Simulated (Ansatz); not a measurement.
# HfB: the cost of one run

Program: Ansatz 0.2.0. Level of theory: DFT, at the level named in each step. These are calculated values, not measurements.

## (1) The starting structure

Symmetry: Fm-3m, No. 225, cubic system. The conventional cell has a = 4.620 Å, b = 4.620 Å, c = 4.620 Å, α = 90.00°, β = 90.00°, γ = 90.00°. Around Hf (site symmetry m-3m) lie 6 B at 2.31 Å. B (site symmetry m-3m) has 6 Hf at 2.31 Å as nearest neighbours.

Coordinates:

```
CELL_PARAMETERS angstrom
0.00000 2.31000 2.31000
2.31000 0.00000 2.31000
2.31000 2.31000 0.00000
ATOMIC_POSITIONS crystal
Hf 0.50000 0.50000 0.50000
B 0.00000 0.00000 0.00000
```

The geometry is a database entry used as it stands. It may stem from high pressure or temperature, or be incomplete, so it serves as a test cell.

Atoms are numbered in the order of the input: Hf1, B2.

## (2) No relativity, LAPW

input.yaml

```yaml
crystal:
  lattice:
    - [0.0, 2.31, 2.31]
    - [2.31, 0.0, 2.31]
    - [2.31, 2.31, 0.0]
  atoms:
    - { symbol: Hf, position: [0.5, 0.5, 0.5] }
    - { symbol: B, position: [0.0, 0.0, 0.0] }
kpoints:
  mp_grid: { grid: [15, 15, 15] }
  band_path:
    path:
      - [0.0, 0.0, 0.0]
      - [0.5, 0.0, 0.5]
      - [0.625, 0.25, 0.625]
      - [0.375, 0.375, 0.75]
      - [0.0, 0.0, 0.0]
      - [0.5, 0.5, 0.5]
      - [0.5, 0.25, 0.75]
      - [0.5, 0.0, 0.5]
    npoints: 5
scf:
  occupations: { method: fermi_dirac, width: 0.05 }
hamiltonian:
  xc: pbe
  pseudopotentials:
    kind: all_electron
    lapw: { basis_error: 0.00025 }
    relativity: none
output:
  forces: true
  stress: true
  eigenvalues: true
```

Command:

```
$ ansatz run input.yaml --threads 1 --pin off --max-ram 2048MiB --backend cpu --events-out ev --progress --plain --runs-dir out
```

**Question.** How long does this run take on 1 thread of Arm Neoverse V2, shared host?

About 29 s.
